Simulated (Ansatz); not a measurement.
**CH₆B₃Cl: basis-set convergence**

An exercise on one series of results from a longer session: the logs are not shown, and one member is left open.

The runs use Ansatz 0.2.0, Gaussian basis; one geometry, several basis sets.

The runs, in order: PBE0-D4/def2-SVP; ωB97M-V/def2-SVP; PBE0-D4/def2-QZVPP; ωB97M-V/def2-QZVPP; the functionals' def2-TZVPP values are taken from earlier runs.

## Structure used throughout

All runs share one geometry, relaxed beforehand with PBE0-D4 in a triple-zeta def2 set.

SMILES `BB(C)BCl`, 11 atoms, charge 0, spin multiplicity 1.

Atoms are counted from 1 here; the program's logs count them from 0.

Bond lengths: B1–B2 1.635 Å, B1–H6 1.200 Å, B1–H7 1.200 Å, B2–C3 1.578 Å, B2–B4 1.665 Å, C3–H8 1.091 Å, C3–H9 1.100 Å, C3–H10 1.092 Å, B4–Cl5 1.753 Å, B4–H11 1.197 Å. Angles: B2–B1–H6 122.2°, B2–B1–H7 121.4°, H6–B1–H7 116.4°, B1–B2–C3 123.6°, B1–B2–B4 117.7°, C3–B2–B4 118.7°, B2–C3–H8 115.5°, B2–C3–H9 104.0°, B2–C3–H10 114.0°, H8–C3–H9 107.1°, H8–C3–H10 109.5°, H9–C3–H10 105.8°, B2–B4–Cl5 119.0°, B2–B4–H11 125.1°, Cl5–B4–H11 115.9°.

Set-up of the first run:

Contents of in.yaml:

```yaml
crystal:
  periodic: [false, false, false]
  atoms:
    - {symbol: B, position_ang: [0.083579, 0.834545, 1.519839]}
    - {symbol: B, position_ang: [0.048297, -0.031784, 0.133114]}
    - {symbol: C, position_ang: [-1.285491, -0.479149, -0.582224]}
    - {symbol: B, position_ang: [1.503171, -0.399896, -0.588064]}
    - {symbol: Cl, position_ang: [2.151982, 0.691267, -1.797063]}
    - {symbol: H, position_ang: [0.059636, 2.033946, 1.524223]}
    - {symbol: H, position_ang: [0.166429, 0.297747, 2.590358]}
    - {symbol: H, position_ang: [-2.179685, -0.466189, 0.041956]}
    - {symbol: H, position_ang: [-1.429970, 0.273752, -1.371646]}
    - {symbol: H, position_ang: [-1.213642, -1.439999, -1.096780]}
    - {symbol: H, position_ang: [2.161096, -1.371242, -0.353015]}
basis:
  gaussian: {orbitals: def2-SVP}
hamiltonian: {xc: pbe0, dispersion: d4}
output: {orbitals: {seedname: orbitals}}
```

Among the steps run: PBE0-D4 in def2-SVP; ωB97M-V in def2-SVP; PBE0-D4 in def2-QZVPP; ωB97M-V in def2-QZVPP.

One of the session's tables, all rows but one given; the rest of the session is left out.

It belongs to the step «Functionals by basis». 

| functional | basis | HOMO (eV) | LUMO (eV) |
| --- | --- | --- | --- |
| PBE0-D4 | def2-SVP | -7.40 | -1.98 |
| PBE0-D4 | def2-TZVPP | -7.49 | -2.12 |
| PBE0-D4 | def2-QZVPP | -7.51 | -2.15 |
| ωB97M-V | def2-SVP | -9.57 | 0.03 |
| ωB97M-V | def2-TZVPP | -9.69 | -0.22 |
| ωB97M-V | def2-QZVPP | ? | ? |

Q: Estimate the row for ωB97M-V, def2-QZVPP from the others.

As computed: HOMO (eV): -9.72; LUMO (eV): -0.29. In the column «HOMO (eV)» it is the lowest.
